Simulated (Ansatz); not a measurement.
# C2H6InN: the cost of one run

Program: Ansatz 0.2.0, Gaussian basis. Level of theory: the settings change from run to run. These are calculated values, not measurements.

## Step 1: The relaxed structure

An earlier PBE0-D4 in a triple-zeta def2 set relaxation fixed the geometry. In takes a core potential in def2 sets; no spin-orbit term is included.

SMILES `C/C=[N]\[InH2]`, 10 atoms, charge 0, spin multiplicity 1.

Atoms are counted from 1 here; the program's logs count them from 0.

Bond lengths: C1–C2 1.500 Å, C1–H5 1.095 Å, C1–H6 1.092 Å, C1–H7 1.095 Å, C2–N3 1.249 Å, C2–H8 1.106 Å, N3–In4 2.028 Å, In4–H9 1.714 Å, In4–H10 1.714 Å. Angles: C2–C1–H5 110.2°, C2–C1–H6 111.1°, C2–C1–H7 110.2°, H5–C1–H6 109.3°, H5–C1–H7 106.7°, H6–C1–H7 109.3°, C1–C2–N3 128.2°, C1–C2–H8 113.2°, N3–C2–H8 118.6°, C2–N3–In4 141.0°, N3–In4–H9 115.1°, N3–In4–H10 115.1°, H9–In4–H10 128.7°.

## Step 2: BLYP/def2-TZVPD

This run has charge -1, multiplicity 2, atoms shaken by 0.08 Å.

Contents of in.yaml:

```yaml
crystal:
  periodic: [false, false, false]
  atoms:
    - {symbol: C, position_ang: [1.206593, -0.901845, -0.251089]}
    - {symbol: C, position_ang: [-0.153361, -0.972724, 0.389986]}
    - {symbol: N, position_ang: [-1.095495, -0.184850, 0.469074]}
    - {symbol: In, position_ang: [-1.156381, 2.132639, 0.097835]}
    - {symbol: H, position_ang: [1.350221, -1.651504, -1.027842]}
    - {symbol: H, position_ang: [1.315179, 0.024676, -0.630866]}
    - {symbol: H, position_ang: [1.972974, -1.233367, 0.408870]}
    - {symbol: H, position_ang: [-0.430124, -2.030403, 0.938941]}
    - {symbol: H, position_ang: [-0.766614, 3.016257, 1.232922]}
    - {symbol: H, position_ang: [-2.095400, 2.153140, -1.462436]}
basis:
  gaussian: {orbitals: def2-TZVPD}
total_charge: -1
magnetization: {spin_polarized: true, initial_magnetization: 1}
hamiltonian: {xc: {name: BLYP}}
output: {forces: true}
```

Command:

```bash
> ansatz run in.yaml --threads 4 --pin off --events-out ev --progress --plain --max-ram 10444MiB
```

What time and memory should one allow on 4 threads of Intel Xeon 6975P-C, shared host?

About 3.4 s, with a peak of 0.47 GiB.
